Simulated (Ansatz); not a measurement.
I need harmonic frequencies at the relaxed geometry of C2H4AlFOS, SMILES FC1C[O][AlH][S]1. Use Ansatz 0.2.0, Python API. Settings (for the species named): Hartree-Fock, cc-pVDZ basis, multiplicity 1.

```yaml
atoms:
  - { symbol: F, position_ang: [-1.8055, -0.3434, 1.2897] }
  - { symbol: C, position_ang: [-0.9441, -0.1279, 0.2537] }
  - { symbol: C, position_ang: [0.4291, -0.5423, 0.7366] }
  - { symbol: O, position_ang: [1.5451, -0.3568, -0.2224] }
  - { symbol: Al, position_ang: [0.9663, 1.0884, -1.1952] }
  - { symbol: S, position_ang: [-0.9729, 1.6426, -0.2675] }
  - { symbol: H, position_ang: [-1.2249, -0.7730, -0.5898] }
  - { symbol: H, position_ang: [0.4713, -1.5997, 1.0286] }
  - { symbol: H, position_ang: [0.7285, 0.0507, 1.7071] }
  - { symbol: H, position_ang: [0.8903, 0.9102, -2.7379] }
```

`c2h4alfos_freq.py`
```python
"""Harmonic frequencies of C2H4AlFOS at its relaxed geometry."""

import ansatz as az
import numpy as np

geometry = (
    az.Crystal.molecule()
    .atom("F", [-1.8055, -0.3434, 1.2897])
    .atom("C", [-0.9441, -0.1279, 0.2537])
    .atom("C", [0.4291, -0.5423, 0.7366])
    .atom("O", [1.5451, -0.3568, -0.2224])
    .atom("Al", [0.9663, 1.0884, -1.1952])
    .atom("S", [-0.9729, 1.6426, -0.2675])
    .atom("H", [-1.2249, -0.773, -0.5898])
    .atom("H", [0.4713, -1.5997, 1.0286])
    .atom("H", [0.7285, 0.0507, 1.7071])
    .atom("H", [0.8903, 0.9102, -2.7379])
)

base = geometry.calculation().basis(gaussian="cc-pVDZ").functional("hf")
symbols = [site.symbol for site in geometry.cartesian_sites]
start = np.array([site.position_ang for site in geometry.cartesian_sites], dtype=float)
report = base.relax(force_tolerance=0.003).run().report
end = np.array(report["positions_ang"])

print("final positions (A) and the move of each atom")
for symbol, xyz, old in zip(symbols, end, start):
    print(f"{symbol:2s} {xyz[0]:10.5f} {xyz[1]:10.5f} {xyz[2]:10.5f}   {np.linalg.norm(xyz - old):7.4f}")

# same settings at the minimum
minimum = az.Crystal.molecule()
for symbol, place in zip(symbols, end):
    minimum = minimum.atom(symbol, place.tolist())
vibrating = (
    minimum.calculation()
    .basis(gaussian="cc-pVDZ")  # the orbital basis, by name
    .functional("hf")
    .phonons(temperatures=(298.15, 498.15, 100))
)
vib = vibrating.run().report["vibrations"]
sums = vib["harmonic_sums"]
modes = [m["omega_inv_cm"] for m in sums["modes_at_gamma"] if m["rigid_motion"] == "no"]
for number, w in enumerate(modes, start=1):
    print(f"mode {number:2d} {w:9.1f} 1/cm {w / 8065.544 * 1000:8.2f} meV")
print("imaginary modes:", sum(w < 0 for w in modes), " zero-point energy:", round(sums["zero_point_energy_ev"], 4), "eV")
print("T (K)   F_vib (eV)   S_vib (meV/K)   C_vib (meV/K)")
for row in zip(sums["temperatures_k"], sums["vibrational_free_energy_ev"], vib["entropy_ev_per_k"], vib["heat_capacity_ev_per_k"]):
    print(f"{row[0]:6.1f} {row[1]:11.4f} {1000 * row[2]:13.4f} {1000 * row[3]:15.4f}")
```

Running `python c2h4alfos_freq.py` prints:
```text
final positions (A) and the move of each atom
F    -1.63987   -0.01896    1.59973    0.4783
C    -1.01301   -0.21459    0.40796    0.1899
C     0.44600   -0.58785    0.69232    0.0657
O     1.26746   -0.39022   -0.41886    0.3418
Al    0.82246    0.91861   -1.45914    0.3452
S    -1.16692    1.31761   -0.62349    0.5196
H    -1.54791   -1.00798   -0.10853    0.6254
H     0.48628   -1.63424    0.99950    0.0476
H     0.77308    0.02453    1.53759    0.1772
H     1.65562    1.54189   -2.62419    0.9988
mode  1     106.3 1/cm    13.18 meV
mode  2     221.3 1/cm    27.44 meV
mode  3     339.3 1/cm    42.06 meV
mode  4     360.3 1/cm    44.67 meV
mode  5     470.2 1/cm    58.30 meV
mode  6     512.8 1/cm    63.57 meV
mode  7     520.1 1/cm    64.49 meV
mode  8     548.3 1/cm    67.98 meV
mode  9     640.3 1/cm    79.39 meV
mode 10     709.6 1/cm    87.98 meV
mode 11     792.5 1/cm    98.26 meV
mode 12    1077.2 1/cm   133.56 meV
mode 13    1162.7 1/cm   144.16 meV
mode 14    1183.2 1/cm   146.69 meV
mode 15    1229.8 1/cm   152.47 meV
mode 16    1336.1 1/cm   165.66 meV
mode 17    1410.4 1/cm   174.87 meV
mode 18    1449.7 1/cm   179.74 meV
mode 19    1526.4 1/cm   189.25 meV
mode 20    1621.5 1/cm   201.04 meV
mode 21    2075.6 1/cm   257.35 meV
mode 22    3187.1 1/cm   395.15 meV
mode 23    3239.3 1/cm   401.62 meV
mode 24    3274.3 1/cm   405.96 meV
imaginary modes: 0  zero-point energy: 1.7974 eV
T (K)   F_vib (eV)   S_vib (meV/K)   C_vib (meV/K)
 298.1      1.7404        0.4903          0.6762
 398.1      1.6800        0.7162          0.8907
 498.1      1.5973        0.9357          1.0694
```

The frequencies are harmonic and unscaled, in a modest basis. It ran for 3.7 min on 1 thread of AMD EPYC 7B13 (Zen 3), with other jobs on the host, peak memory 0.34 GiB.
